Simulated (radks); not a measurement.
# Sm³⁺ in [Xe] 4f5: an all-electron calculation

What are the levels of the samarium ion Sm3+, how large are its shells, and how does its energy divide?

Program: radks (a radial shooting solver on a logarithmic mesh, Libxc functionals) version 1. Level of theory: scalar-relativistic Kohn-Sham, PBEsol, spin-polarised, spherical densities, finite nucleus; open shells are filled with parallel spins first. These are calculated values, not measurements, unless marked.

### 1 The system

| Property | Result |
| --- | --- |
| element | samarium (Z = 62) |
| charge | +3 |
| electrons | 59 |
| configuration | [Xe] 4f5 |
| nuclear rms radius | 5.0819 fm |

Outer shells as boxes (Hund's rule):

Sm³⁺
```
[Xe] core
4f [↑ ][↑ ][↑ ][↑ ][↑ ][  ][  ]
```

### 2 The calculation

The run's settings:

```text
Z 62
configuration [Xe] 4f5
relativity scalar-relativistic
functional pbe_sol,pbe_sol
spin polarised
nucleus finite rms 5.0819 fm
c 137.035999084
```

On the command line:

```console
python run_ks.py task.json out
```

The same process makes all the runs of this session.

What does the calculation give?

**Answer**, as computed:

| quantity | value |
| --- | --- |
| total energy | -10421.5230 hartree |
| exchange-correlation share of it | 2.21 % |
| −T/E | 1.0687 |
| highest occupied level | 4f up, -33.889 eV |
| most extended occupied level | 5p down, <r> = 1.60 bohr |
| radius at density 0.001 e/bohr³ | 3.31 bohr |
| maxima of the radial density | 4 |
| ionisation energy, NIST | 41.6 (semi-emp.) eV |

5 principal shells are occupied and 4 maxima appear in the radial density; where shells overlap, one shows as a shoulder or not at all. −T/E is 1.069: with relativity the kinetic term as defined here no longer equals −E. The top level binds by 33.889 eV, 81 % of the NIST ionisation energy of 41.6 eV; the potential of a semilocal functional falls off too fast, so its top eigenvalue is too shallow. Open shells are spherical and high-spin; term and fine-structure splittings are not resolved. Spin-orbit splitting is averaged out at the scalar-relativistic level.
